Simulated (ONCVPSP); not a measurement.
# An ONCV potential for Co, from input to tests

Aim: build the potential from the settings below, then test how well it stands in for the atom: other configurations, scattering, ghost states and the plane-wave cutoff that it needs.

Method: ONCVPSP 4.0.1.1 (patched build), PBEsol, scalar-relativistic.

### 1 The design

Typed settings, in words:

```json
{
  "element": "cobalt (Co, Z = 27)",
  "type": "optimised norm-conserving Vanderbilt (ONCV)",
  "frozen core": "[Ar]",
  "valence charge": "9",
  "reference configuration": "3d7 (charge +2)",
  "partial waves": "s scattering state at 0.02 Ha: rc 1.80 bohr, ncon 4, nbas 7, qcut 3.1 1/bohr, 2 projectors, debl 0.9 Ha; p scattering state at 0.42 Ha: rc 1.85 bohr, ncon 4, nbas 7, qcut 4.5 1/bohr, 2 projectors, debl 0.7 Ha; 3d: rc 1.70 bohr, ncon 4, nbas 9, qcut 8.1 1/bohr, 2 projectors, debl 2 Ha",
  "local potential": "polynomial inside 1.40 bohr (lpopt 4, dvloc0 6 Ha)",
  "core correction": "not asked for"
}
```

### 2 The generation run

Contents of Co.dat:

```
# ATOM AND REFERENCE CONFIGURATION
# atsym  z   nc   nv     iexc    psfile
  Co 27.00    5    1  -116133      upf
#
#   n    l    f
    1    0    2.00
    2    0    2.00
    2    1    6.00
    3    0    2.00
    3    1    6.00
    3    2    7.00
#
# PSEUDOPOTENTIAL AND OPTIMIZATION
# lmax
    2
#
#   l,   rc,      ep,       ncon, nbas, qcut
    0    1.80    0.02    4    7    3.10
    1    1.85    0.42    4    7    4.50
    2    1.70    0.00    4    9    8.10
#
# LOCAL POTENTIAL
# lloc, lpopt,  rc(5),   dvloc0
    4    4    1.40    6.00
#
# VANDERBILT-KLEINMAN-BYLANDER PROJECTORs
# l, nproj, debl
    0    2    0.90
    1    2    0.70
    2    2    2.00
#
# MODEL CORE CHARGE
# icmod, fcfact, rcfact
    0    0.00    0.00
#
# LOG DERIVATIVE ANALYSIS
# epsh1, epsh2, depsh
   -2.00    5.00    0.02
#
# OUTPUT GRID
# rlmax, drl
    6.00    0.01
#
# TEST CONFIGURATIONS
# ncnf
    4
# nvcnf
#   n    l    f
    2
    3    2    7.00
    4    0    2.00
#
    2
    3    2    7.00
    4    0    1.00
#
    1
    3    2    6.00
#
    1
    3    2    5.00
#
```

Started as:

```console
$ oncvpsp.x < Co.dat > Co.out
```

The output, Co.out (without the consistency checks and plot data):

```text
ONCVPSP  (Optimized Norm-Conservinng Vanderbilt PSeudopotential)
scalar-relativistic version 4.0.1.1, modified

#   n    l    f        energy (Ha)
    1    0    2.00    -2.7946978E+02
    2    0    2.00    -3.3691113E+01
    2    1    6.00    -2.8965925E+01
    3    0    2.00    -4.4527446E+00
    3    1    6.00    -3.1075521E+00
    3    2    7.00    -9.9352301E-01

Reference configufation results
  iterations    23
  all-electron total energy (Ha)   -1.39095592D+03

Begin loop to  construct optimized pseudo wave functions
and semi-local pseudopoentials for all angular momenta

WARNING wellstate: moderately localized bound state found for n= 4 l=  0
WARNING scattering state with energy  0.05000000
WARNING will be used for the first projector

   Wellstate for l =  0  n =  5
     eigenvalue =   0.0500
     asymptotic potential =   0.5500
     half-point radius =  3.9871

   Wellstate for l =  0  n =  6
     eigenvalue =   0.9500
     asymptotic potential =   1.4500
     half-point radius =  4.4363

Calculating optimized projector #   1

 for l=   0

    Fraction of norm inside rc  0.117959
    Optimizing pswf for qcut=   3.09 a_B^-1,  ecut=   4.78 Ha
    Residual kinetic energy error=  4.35D-03 Ha

    Energy error per electron        Cutoff
         Ha          eV             Ha
         0.01000     0.27211        4.05
         0.00100     0.02721        8.96
         0.00010     0.00272       24.31
         0.00001     0.00027       31.10

Calculating optimized projector #   2

 for l=   0

    Fraction of norm inside rc  0.086029
    Optimizing pswf for qcut=   3.09 a_B^-1,  ecut=   4.78 Ha
    Residual kinetic energy error=  1.22D-02 Ha

    Energy error per electron        Cutoff
         Ha          eV             Ha
         0.01000     0.27211        5.13
         0.00100     0.02721       23.25
         0.00010     0.00272       49.88
         0.00001     0.00027       57.56

WARNING wellstate: moderately localized bound state found for n= 4 l=  1
WARNING scattering state with energy  0.05000000
WARNING will be used for the first projector

   Wellstate for l =  1  n =  5
     eigenvalue =   0.0500
     asymptotic potential =   0.5500
     half-point radius =  5.2477

   Wellstate for l =  1  n =  5
     eigenvalue =   0.7500
     asymptotic potential =   1.2500
     half-point radius =  3.2106

Calculating optimized projector #   1

 for l=   1

    Fraction of norm inside rc  0.101119
    Optimizing pswf for qcut=   4.49 a_B^-1,  ecut=  10.08 Ha
    Residual kinetic energy error=  3.32D-04 Ha

    Energy error per electron        Cutoff
         Ha          eV             Ha
         0.01000     0.27211        1.90
         0.00100     0.02721        5.66
         0.00010     0.00272       34.52
         0.00001     0.00027       44.31

Calculating optimized projector #   2

 for l=   1

    Fraction of norm inside rc  0.147918
    Optimizing pswf for qcut=   4.49 a_B^-1,  ecut=  10.08 Ha
    Residual kinetic energy error=  4.57D-03 Ha

    Energy error per electron        Cutoff
         Ha          eV             Ha
         0.01000     0.27211        7.76
         0.00100     0.02721       17.42
         0.00010     0.00272       55.81
         0.00001     0.00027       65.16

   Wellstate for l =  2  n =  5
     eigenvalue =   1.0065
     asymptotic potential =   1.5065
     half-point radius =  3.6949

Calculating optimized projector #   1

 for l=   2

    Fraction of norm inside rc  0.888055
    Optimizing pswf for qcut=   8.10 a_B^-1,  ecut=  32.77 Ha
    Residual kinetic energy error=  1.56D-04 Ha

    Energy error per electron        Cutoff
         Ha          eV             Ha
         0.01000     0.27211       25.51
         0.00100     0.02721       29.49
         0.00010     0.00272       38.85
         0.00001     0.00027      106.17

Calculating optimized projector #   2

 for l=   2

    Fraction of norm inside rc  0.098077
    Optimizing pswf for qcut=   8.10 a_B^-1,  ecut=  32.77 Ha
    Residual kinetic energy error=  4.65D-04 Ha

    Energy error per electron        Cutoff
         Ha          eV             Ha
         0.01000     0.27211       25.69
         0.00100     0.02721       30.98
         0.00010     0.00272       63.26
         0.00001     0.00027      130.45

Construct Vanderbilt / Kleinmman-Bylander projectors

B matrix Hermiticity error, ll=   0
   1   2    2.8541E-05

  Orthonormal projector coefficients  1.3533E+01  1.6295E+00

B matrix Hermiticity error, ll=   1
   1   2   -2.4092E-05

  Orthonormal projector coefficients -1.1489E+01  1.2942E+00

B matrix Hermiticity error, ll=   2
   1   2   -1.5179E-04

  Orthonormal projector coefficients -1.2344E+01 -3.8971E+00

Pseudoatom total energy  -25.765077

Diagnostic tests using Vanderbilt-Kleinman-Bylander pseudopotentials
  1 or more projectors used as specified by nproj input data

   l    rcore       rmatch      e in        delta e   norm test  slope test

   0   1.8018939   1.8566033   0.0500000   0.0000066   1.0001286   1.0001286
   0   1.8018939   1.8566033   0.9500000   0.0000077   1.0001814   1.0001814

   1   1.8566033   1.9129738   0.0500000   0.0000094   1.0001523   1.0001523
run_diag: lschvkbbe ERROR   2   2   1  60  7.50000005E-01  6.25000004E-01
   1   1.8566033   1.9129738   0.7500000  -0.1250000   0.1429041   0.1796776

   2   1.7074476   1.7592895  -0.9935230  -0.0000018   1.0001121   1.0001237
   2   1.7074476   1.7592895   1.0064770   0.0000302   1.0001167   1.0001167

 Testing for bound ghosts
   n   l    E NL Schr. Eq   E Basis Diag.   E Cutoff

   1   0       -0.762550       -0.755313     57.88

       1                       -2.050396     64.02  WARNING - GHOST(-)
   2   1       -0.530772       -0.511275     64.02

   3   2       -0.993525       -0.993332    152.27

 Testing for highly-localized positive-energy ghosts
       l    <radius>/rc     E Basis Diag.   E Cutoff

       0        0.788701       57.501710     57.88  WARNING - GHOST(+)

Test configuration 0

   n   l     f        eae           eps        diff
   1   0  2.0000 -279.46978424
   2   0  2.0000  -33.69111342
   2   1  6.0000  -28.96592460
   3   0  2.0000   -4.45274465
   3   1  6.0000   -3.10755214
   3   2  7.0000   -0.99352301   -0.99352480   -1.79D-06

    Total energies and differences
      AE_ref= -1.39095592D+03  AE_tst= -1.39095592D+03  dif=  0.00D+00
      PS_ref= -2.57650773D+01  PS_tst= -2.57650773D+01  dif=  1.30D-11
      PSP excitation error= -1.30D-11

Test configuration 1

   n   l     f        eae           eps        diff
   1   0  2.0000 -278.76397181
   2   0  2.0000  -33.00363803
   2   1  6.0000  -28.27691133
   3   0  2.0000   -3.75348965
   3   1  6.0000   -2.40746673
   3   2  7.0000   -0.30244096   -0.30373939   -1.30D-03
   4   0  2.0000   -0.20173199   -0.20417444   -2.44D-03

    Total energies and differences
      AE_ref= -1.39095592D+03  AE_tst= -1.39190198D+03  dif= -9.46D-01
      PS_ref= -2.57650773D+01  PS_tst= -2.67170191D+01  dif= -9.52D-01
      PSP excitation error=  5.88D-03

Test configuration 2

   n   l     f        eae           eps        diff
   1   0  2.0000 -279.09026526
   2   0  2.0000  -33.32272460
   2   1  6.0000  -28.59660549
   3   0  2.0000   -4.07783580
   3   1  6.0000   -2.73232393
   3   2  7.0000   -0.62431928   -0.62626761   -1.95D-03
   4   0  1.0000   -0.46887389   -0.47236982   -3.50D-03

    Total energies and differences
      AE_ref= -1.39095592D+03  AE_tst= -1.39156955D+03  dif= -6.14D-01
      PS_ref= -2.57650773D+01  PS_tst= -2.63814757D+01  dif= -6.16D-01
      PSP excitation error=  2.77D-03

Test configuration 3

   n   l     f        eae           eps        diff
   1   0  2.0000 -280.20169538
   2   0  2.0000  -34.44499710
   2   1  6.0000  -29.71778738
   3   0  2.0000   -5.16071009
   3   1  6.0000   -3.80682645
   3   2  6.0000   -1.65852407   -1.65072898    7.80D-03

    Total energies and differences
      AE_ref= -1.39095592D+03  AE_tst= -1.38963893D+03  dif=  1.32D+00
      PS_ref= -2.57650773D+01  PS_tst= -2.44511471D+01  dif=  1.31D+00
      PSP excitation error=  3.07D-03

Test configuration 4

   n   l     f        eae           eps        diff
   1   0  2.0000 -281.05829024
   2   0  2.0000  -35.33036959
   2   1  6.0000  -30.60094420
   3   0  2.0000   -5.96520615
   3   1  6.0000   -4.60059764
   3   2  5.0000   -2.42238376   -2.39303468    2.93D-02

    Total energies and differences
      AE_ref= -1.39095592D+03  AE_tst= -1.38760617D+03  dif=  3.35D+00
      PS_ref= -2.57650773D+01  PS_tst= -2.24353312D+01  dif=  3.33D+00
      PSP excitation error=  2.00D-02
```

Run time: 4.6 s. Hardware: 1 thread of Neoverse-N1, shared host.

The projector energies used in the s channel were 0.050, 0.950 Ha; the program set a typed value aside. The projector energies used in the p channel were 0.050, 0.750 Ha; the program set a typed value aside.

All-electron and pseudo partial waves u(r) = r·R(r), from the program's wave files:

```tsv
r (bohr)	3d AE	3d PS
0.093	0.0702	0.0057
0.185	0.2847	0.0427
0.278	0.5313	0.1331
0.370	0.7307	0.2792
0.463	0.8667	0.4711
0.555	0.9405	0.6776
0.648	0.9668	0.8698
0.740	0.9592	1.0133
0.833	0.9296	1.0921
0.925	0.8874	1.1014
1.018	0.8375	1.0518
1.110	0.7850	0.9638
1.203	0.7312	0.8568
1.295	0.6788	0.7520
1.388	0.6276	0.6603
1.480	0.5793	0.5891
1.573	0.5330	0.5343
1.665	0.4900	0.4899
1.758	0.4493	0.4492
1.850	0.4118	0.4117
1.943	0.3766	0.3765
2.035	0.3443	0.3442
2.128	0.3141	0.3141
2.220	0.2866	0.2866
2.313	0.2610	0.2610
2.405	0.2377	0.2377
```

### 3 The configuration tests of the same run

The tests as a table, with energies relative to 3d7.

| valence configuration | charge | ΔE all-electron (eV) | error AE − PS (meV) |
| --- | --- | --- | --- |
| 3d7 4s2 | 0 | -25.744 | +160 |
| 3d7 4s1 | +1 | -16.698 | +75 |
| 3d6 | +3 | 35.837 | +84 |
| 3d5 | +4 | 91.151 | +544 |

### 4 Logarithmic derivatives

Taken from the files of the generation run. The phase is arctan(r·R′/R) of the radial function R, unwrapped, with energies in Ha. A pole is an energy at which the radial function vanishes at the test radius. The pseudo phase is shifted by a multiple of π to meet the all-electron one at the reference energy. Levels narrower than the energy grid can be missing from the poles. The last column is the largest difference on the grid between −0.5 and +0.5 Ha.

```tsv
channel	radius (bohr)	reference (Ha)	poles AE	poles PS	window around the reference with phases within 0.05 rad (Ha)	largest difference near zero (rad)
s	1.82	0.05	2.38	2.34	below 3.4	0.000
p	1.88	0.05	2.75	2.80	-1.6 to 4.7	0.001
d	1.73	-0.99	-0.68, 4.73	-0.68, 5.00	the whole range	0.001
```

Phases (rad) along the scan:

```tsv
E (Ha)	p AE	p PS	s AE	s PS
-1.98	1.170	1.470	0.957	0.940
-1.62	1.069	1.127	0.760	0.744
-1.26	0.916	0.940	0.411	0.397
-0.90	0.649	0.660	-0.145	-0.153
-0.54	0.162	0.165	-0.687	-0.688
-0.18	-0.473	-0.473	-1.019	-1.019
0.18	-0.917	-0.917	-1.206	-1.206
0.54	-1.157	-1.157	-1.321	-1.321
0.90	-1.295	-1.295	-1.398	-1.398
1.26	-1.383	-1.383	-1.455	-1.455
1.62	-1.446	-1.445	-1.499	-1.499
1.98	-1.493	-1.492	-1.535	-1.537
2.34	-1.532	-1.530	-1.567	-1.571
2.70	-1.566	-1.563	-1.597	-1.606
3.06	-1.598	-1.592	-1.626	-1.647
3.42	-1.629	-1.620	-1.656	-1.709
3.78	-1.662	-1.647	-1.690	-1.868
4.14	-1.700	-1.676	-1.729	-3.605
4.50	-1.747	-1.708	-1.778	-4.542
4.86	-1.811	-1.745	-1.847	-4.660
```

### 5 Convergence and ghost test

Read off the output, the cutoffs (Ha) at which the residual kinetic energy of the hardest occupied pseudo-wave falls to 1 and 0.1 mHa per electron: 29 Ha and 39 Ha.

The program's own ghost test: GHOST(-) flagged for p at -55.8 eV; GHOST(+) flagged for s at 1564.7 eV.

Cutoff (Ha) at which the first wave of each channel reaches a given error (Ha per electron):

```tsv
error	s	p	d
1.0e-02	4.0	1.9	25.5
3.2e-03	5.2	4.2	27.6
1.0e-03	9.0	5.7	29.5
3.2e-04	13.6	10.7	31.4
1.0e-04	24.3	34.5	38.8
3.2e-05	28.2	40.6	84.2
1.0e-05	31.1	44.3	106.2
```

### 6 Summary of results

```
                                                quantity                                                         value
  cutoffs for 1 and 0.1 mHa per electron, occupied waves                                               29 Ha and 39 Ha
                                            bound ghosts                                                p at -55.79 eV
                                          GHOST(+) flags  none at low energy (1 near or above the test basis's cutoff)
                            largest test error (AE − PS)                                             +544 meV, for 3d5
largest phase difference near zero energy, channels read                                                     0.001 rad
                 projector energies reset by the program                        s: 0.050, 0.950 Ha; p: 0.050, 0.750 Ha
```

In words: It has a bound ghost (p), a state that the atom doesn't have, and that rules the file out. By total energies transferability is poor: the largest error is 544 meV on 91.2 eV, for 3d5. That test lies far up in energy; among those under 40 eV, nearer to bonding, the largest error is 160 meV. By its cutoff, 29 Ha for the looser tolerance, it is of middling hardness. Near zero energy the phases of the channels with partial waves agree within 0.001 rad. These are tests on the free atom; a crystal test is still owed.
